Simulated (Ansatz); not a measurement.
# SiNi: the cost of one run

Program: Ansatz 0.2.0. Level of theory: DFT LDA, scalar-relativistic, plane waves, PAW. These are calculated values, not measurements.

**1. The structure to begin with**

Symmetry: Pnma, No. 62, orthorhombic system. The conventional cell has a = 5.173 Å, b = 3.338 Å, c = 5.605 Å, α = 90.00°, β = 90.00°, γ = 90.00°. Si (site symmetry m) has 6 Ni at 2.28 to 2.40 Å as nearest neighbours. Around Ni (site symmetry m) lie 6 Si at 2.28 to 2.40 Å.

Structure file:

```
Si Ni
1.0
     5.17310    0.00000    0.00000
     0.00000    3.33810    0.00000
     0.00000    0.00000    5.60490
Si Ni
4 4
Direct
  0.32128 0.75000 0.08250
  0.17872 0.25000 0.58250
  0.82128 0.75000 0.41750
  0.67872 0.25000 0.91750
  0.00779 0.25000 0.18752
  0.49221 0.75000 0.68752
  0.50779 0.25000 0.31248
  0.99221 0.75000 0.81248
```

The structure rests on an entry of the Crystallography Open Database; cell or positions may have been set otherwise for this series.

**2. Relaxing cell and atoms: SiNi, no spin**

The input, input.yaml:

```yaml
crystal:
  lattice:
    - [5.1731, 0.0, 0.0]
    - [0.0, 3.3381, 0.0]
    - [0.0, 0.0, 5.6049]
  atoms:
    - { symbol: Si, position: [0.32128, 0.75, 0.0825] }
    - { symbol: Si, position: [0.17872, 0.25, 0.5825] }
    - { symbol: Si, position: [0.82128, 0.75, 0.4175] }
    - { symbol: Si, position: [0.67872, 0.25, 0.9175] }
    - { symbol: Ni, position: [0.00779, 0.25, 0.18752] }
    - { symbol: Ni, position: [0.49221, 0.75, 0.68752] }
    - { symbol: Ni, position: [0.50779, 0.25, 0.31248] }
    - { symbol: Ni, position: [0.99221, 0.75, 0.81248] }
scf:
  occupations: { method: gaussian, width: 0.05 }
output:
  forces: true
  stress: true
  eigenvalues: true
  write_density: true
  write_potential: true
  elf: true
  volumetric_format: npy
kpoints:
  mp_grid: { grid: [12, 18, 12] }
hamiltonian:
  xc: lda
relax:
  f_tol: 0.005
  adjacent_minimum: "off"
  cell: { stress_tol: 0.02 }
```

Started as:

```
ansatz run input.yaml --threads 8 --pin off --max-ram 14336MiB --backend cpu --events-out ev --progress --plain --runs-dir out
```

**Question.** How long does this run take on 8 threads of Intel Xeon 6975P-C (Granite Rapids), shared host, and how much memory does it need?

About 2.4 min, with a peak of 1.9 GiB.
